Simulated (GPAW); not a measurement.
## Ti3Ag in GPAW: the effect of strain biaxial xy

Ti3Ag:

```
Ag Ti
1.0
     3.93485    0.00000    0.00000
     0.00000    3.93485    0.00000
     0.00000    0.00000    4.09881
Ag Ti
1 3
Direct
  0.00000 0.00000 0.00000
  0.00000 0.50000 0.50000
  0.50000 0.00000 0.50000
  0.50000 0.50000 0.00000
```

The cell comes from a database or a generator and needn't be the stable form of this composition.

Alike in all runs:

| Property | Result |
| --- | --- |
| Program | GPAW 26.7.0 |
| Task | single point |
| Functional | PBEsol |
| Potentials or basis | PAW data sets generated in the run's folder for this functional |
| Cutoff | 600 eV |
| Basis | pw |
| k mesh | 7 × 7 × 7 |
| Occupations | fermi-dirac, width 0.05 eV |
| Spin | no spin polarisation |
| Maxiter | 150 |

| strain biaxial xy | pressure (GPa) |
| --- | --- |
| -0.04 | 4.6 |
| -0.02 | -1.0 |
| -0.01 | -3.4 |
| 0 | -5.6 |
| 0.01 | -7.5 |
| 0.02 | ? |
| 0.04 | -12.4 |

Q: What does the run with strain biaxial xy 0.02 give?

A: Pressure -9.3 GPa.

Worked out: A parabola through the other rows of the pressure, of slope -170 GPa per unit of strain biaxial xy there, gives -9.4 GPa, against the run's -9.3.

Caveats: the density grid can change from cell to cell, which puts small steps into energies and stress.
